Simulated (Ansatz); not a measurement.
**SiF3 (trifluorosilyl) at RPA@PBE/STO-3G**

Aim: the vertical electron affinity of SiF3 (trifluorosilyl) at RPA@PBE/STO-3G, from 2 runs. 

The calculation is run with Ansatz 0.2.0.

9 further runs of the same task are left out: 7 that didn't finish, 2 set aside as unsound or not needed.

### Step 1. The molecule

SiF3: 4 atoms, total charge 0, spin state doublet. SMILES: `F[Si](F)F`. Geometry: relaxed at PBE0-D4/def2-TZVP.

Bond lengths: F1–Si2 1.581 Å, Si2–F3 1.581 Å, Si2–F4 1.581 Å. Angles: F1–Si2–F3 107.9°, F1–Si2–F4 107.9°, F3–Si2–F4 107.9°.

### Step 2. The energy at RPA@PBE/STO-3G

Contents of run.yaml:

```yaml
crystal:
  periodic: [false, false, false]
  atoms:
    - symbol: F
      position_ang: [0.784850, -0.507040, 1.151700]
    - symbol: Si
      position_ang: [-0.282750, 0.213060, 0.234280]
    - symbol: F
      position_ang: [-0.994260, -0.892250, -0.644340]
    - symbol: F
      position_ang: [0.492160, 1.186230, -0.741640]
basis:
  gaussian:
    orbitals: STO-3G
magnetization:
  spin_polarized: true
  initial_magnetization: 1
hamiltonian:
  xc: {name: PBE}
correlation:
  method: rpa
  frozen_orbitals: {F: 1, Si: 5}
accuracy: high
```

Launch:

```
$ ansatz run run.yaml --threads 1 --pin off --max-ram 3480MiB --events-out events.jsonl --progress --plain --runs-dir runs
```

The log of the run:

```text
Warning: RAYON_NUM_THREADS=1 ignored (pool sized by the plan → 1); use --threads N
Functional definition: PBE
  name "PBE"
  parameter kappa = 0.804
  parameter beta = 0.06672455060314922
  exchange = pbe_x(kappa = kappa, mu = beta*pi^2/3)
  correlation = pbe_c(beta = beta)
460 factors; integrals over basis functions are off by at most 3.1e-8 eV
mean field evaluation 1: about -15804.3479 eV, gradient 1.4e1 eV
mean field evaluation 2: about -15804.3365 eV, gradient 1.4e1 eV
mean field evaluation 4: about -15805.9580 eV, gradient 5.6e-1 eV
mean field evaluation 8: about -15805.9612 eV, gradient 7.9e-3 eV
mean field evaluation 16: about -15805.9612 eV, gradient 5.8e-8 eV
mean field -15805.96122529 eV, -580.8583613641 hartree, gradient 5.8e-8 eV, S^2 0.750571; 0 other end points of the search recorded, 0 dependent functions left out
8 core orbitals not correlated: weight in the atoms' cores, before any rotation towards them, 1.000 or more for the frozen orbitals, at most 0.000 for the correlated occupied ones
reference -15773.42707681 eV, -579.6627534600 hartree; 13, 12 occupied and 3, 4 virtual orbitals, 460 factors
Total energy: -15779.13772563 eV, -579.8726159330 hartree
```

Wall time 2.2 s (1 thread of Intel Xeon Platinum 8375C at 2.90GHz (Ice Lake), shared host); peak memory 0.15 GiB.

### Step 3. The singlet anion

Contents of job.yaml:

```yaml
basis:
  gaussian:
    orbitals: STO-3G
crystal:
  periodic: [false, false, false]
  atoms:
    - {symbol: F, position_ang: [0.784850, -0.507040, 1.151700]}
    - {symbol: Si, position_ang: [-0.282750, 0.213060, 0.234280]}
    - {symbol: F, position_ang: [-0.994260, -0.892250, -0.644340]}
    - {symbol: F, position_ang: [0.492160, 1.186230, -0.741640]}
total_charge: -1
hamiltonian:
  xc: pbe
correlation:
  method: rpa
  frozen_orbitals: {F: 1, Si: 5}
accuracy: high
```

Launch:

```
$ ansatz run job.yaml --threads 1 --pin off --max-ram 3480MiB --events-out events.jsonl --progress --plain --runs-dir runs
```

The log of the run:

```text
Warning: RAYON_NUM_THREADS=1 ignored (pool sized by the plan → 1); use --threads N
Functional definition: PBE
  name "PBE"
  parameter kappa = 0.804
  parameter beta = 0.06672455060314922
  exchange = pbe_x(kappa = kappa, mu = beta*pi^2/3)
  correlation = pbe_c(beta = beta)
460 factors; integrals over basis functions are off by at most 3.1e-8 eV
mean field evaluation 1: about -15800.1981 eV, gradient 7.0e0 eV
mean field evaluation 2: about -15800.1864 eV, gradient 7.0e0 eV
mean field evaluation 4: about -15800.4503 eV, gradient 1.2e0 eV
mean field evaluation 8: about -15800.4549 eV, gradient 1.5e-3 eV
mean field evaluation 16: about -15800.4549 eV, gradient 3.9e-9 eV
mean field -15800.45493023 eV, -580.6560087528 hartree, gradient 4.0e-9 eV, S^2 0.000000; 0 other end points of the search recorded, 0 dependent functions left out
8 core orbitals not correlated: weight in the atoms' cores, before any rotation towards them, 0.999 or more for the frozen orbitals, at most 0.000 for the correlated occupied ones
reference -15768.56184719 eV, -579.4839595692 hartree; 13, 13 occupied and 3, 3 virtual orbitals, 460 factors
Total energy: -15772.90533865 eV, -579.6435799360 hartree
```

Wall time 1.6 s (1 thread of Intel Xeon Platinum 8375C at 2.90GHz (Ice Lake), shared host); peak memory 0.12 GiB.

### Step 4. Results

Level: RPA@PBE/STO-3G, 8 core orbitals frozen.

| quantity | value |
| --- | --- |
| doublet SiF3: total energy | -579.87262 Eh |
| doublet SiF3: RPA correlation energy (valence) | -209.9 mEh |
| doublet SiF3: ⟨S²⟩ of the reference determinant | 0.751 |
| singlet anion: total energy | -579.64358 Eh |
| singlet anion: RPA correlation energy (valence) | -159.6 mEh |
| vertical electron affinity (to the singlet anion) | -6.232 eV |

In words: The anion lies 6.23 eV (144 kcal/mol) above the neutral: the electron isn't bound at this level, and such a value depends on the basis. Without diffuse functions anions come out too high. In a minimal basis such a difference can be off by several eV, whatever the method.
